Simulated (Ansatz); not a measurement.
# Cs8Sn8I24H: the cost of one run

All numbers are computed with Ansatz 0.2.0 (PAW, plane waves).

## Step 1: The system as built

41 atoms (8 Cs, 8 Sn, 24 I, 1 H); a = 12.314 Å, b = 12.314 Å, c = 12.314 Å, α = 90.00°, β = 90.00°, γ = 90.00°. All atoms were shaken off their sites by about 0.02 Å along each axis; atoms next to an added one may be pushed further to make room. Defect site 1: (0.250, 0.250, 0.500). Defect site 2: (0.000, 0.250, 0.500). Starting moments add up to 1 μB.

Plan of the steps: (2) PBEsol relaxation at the single k point (¼, ¼, ¼), on 1 × NVIDIA H100 80GB HBM3 with 5 threads of AMD EPYC 7R13; (3) HSE06 single point at the single k point (¼, ¼, ¼), on 1 × NVIDIA H100 80GB HBM3 with 5 threads of AMD EPYC 7R13; (4) r²SCAN single point at the single k point (¼, ¼, ¼), on 1 × NVIDIA H100 80GB HBM3 with 5 threads of AMD EPYC 7R13.

## Step 2: Relaxing the atoms with PBEsol

Input file in.yaml:

```yaml
crystal:
  lattice:
    - [12.314462, 0.000000, 0.000000]
    - [0.000000, 12.314462, 0.000000]
    - [0.000000, 0.000000, 12.314462]
  atoms:
    - { symbol: Cs, position: [0.000448, 0.998812, 0.000104] }
    - { symbol: Cs, position: [0.000394, 0.997985, 0.500563], spin: 0.111 }
    - { symbol: Cs, position: [0.001293, 0.498949, 0.997875] }
    - { symbol: Cs, position: [0.002585, 0.500076, 0.499038], spin: 0.111 }
    - { symbol: Cs, position: [0.497673, 0.998650, 0.999555] }
    - { symbol: Cs, position: [0.500057, 0.000034, 0.499918] }
    - { symbol: Cs, position: [0.500269, 0.498729, 0.999115] }
    - { symbol: Cs, position: [0.500875, 0.501133, 0.497170] }
    - { symbol: Sn, position: [0.250933, 0.250114, 0.251382], spin: 0.111 }
    - { symbol: Sn, position: [0.251450, 0.252942, 0.747176], spin: 0.111 }
    - { symbol: Sn, position: [0.249615, 0.749332, 0.250043] }
    - { symbol: Sn, position: [0.249546, 0.749285, 0.749862] }
    - { symbol: Sn, position: [0.748401, 0.251418, 0.246959] }
    - { symbol: Sn, position: [0.752557, 0.250489, 0.750098] }
    - { symbol: Sn, position: [0.751128, 0.748850, 0.251748] }
    - { symbol: Sn, position: [0.748682, 0.748663, 0.749428] }
    - { symbol: I, position: [0.251177, 0.249417, 0.999753] }
    - { symbol: I, position: [0.251548, 0.748947, 0.002165] }
    - { symbol: I, position: [0.245457, 0.751162, 0.500444] }
    - { symbol: I, position: [0.749990, 0.250752, 0.997677] }
    - { symbol: I, position: [0.751324, 0.251978, 0.498217], spin: 0.111 }
    - { symbol: I, position: [0.754407, 0.750777, 0.996989] }
    - { symbol: I, position: [0.750130, 0.747554, 0.502025] }
    - { symbol: I, position: [0.999118, 0.248673, 0.249602], spin: 0.111 }
    - { symbol: I, position: [0.001929, 0.248981, 0.749720], spin: 0.111 }
    - { symbol: I, position: [0.000288, 0.747987, 0.250042] }
    - { symbol: I, position: [0.998430, 0.749117, 0.750099] }
    - { symbol: I, position: [0.499532, 0.250136, 0.250152] }
    - { symbol: I, position: [0.502517, 0.247814, 0.748240] }
    - { symbol: I, position: [0.500783, 0.748173, 0.252443] }
    - { symbol: I, position: [0.500715, 0.749609, 0.749523] }
    - { symbol: I, position: [0.247429, 0.000297, 0.252509] }
    - { symbol: I, position: [0.250826, 0.002526, 0.750233] }
    - { symbol: I, position: [0.247442, 0.501082, 0.248884] }
    - { symbol: I, position: [0.251718, 0.501152, 0.750812] }
    - { symbol: I, position: [0.750238, 0.001577, 0.246878] }
    - { symbol: I, position: [0.749554, 0.999997, 0.750864] }
    - { symbol: I, position: [0.750199, 0.499932, 0.249316] }
    - { symbol: I, position: [0.748693, 0.500640, 0.750531] }
    - { symbol: I, position: [0.002069, 0.249189, 0.500916], spin: 0.111 }
    - { symbol: H, position: [0.249545, 0.249517, 0.499742], spin: 0.111 }
  symmetry: { detect: false }
kpoints:
  mp_grid: { grid: [1, 1, 1], shift: [0.25, 0.25, 0.25] }
hamiltonian:
  xc: pbesol
magnetization:
  spin_polarized: true
scf:
  occupations: { method: fermi_dirac, width: 0.01 }
relax:
  f_tol: 0.03
  max_steps: 80
  escape_saddle: false
  adjacent_minimum: "off"
output:
  forces: true
  eigenvalues: true
  populations: true
```

The run is started by

```sh
$ ansatz run in.yaml --threads 5 --pin off --max-ram 61750MiB --runs-dir r --events-out ev --progress --plain --backend cuda --devices 0, --max-vram 37GiB
```

**Question.** How long does this run take on 1 × NVIDIA H100 80GB HBM3 with 5 threads of AMD EPYC 7R13, shared host, and how much memory does it need?

About 2.8 min, with a peak of 1.8 GiB on the host.
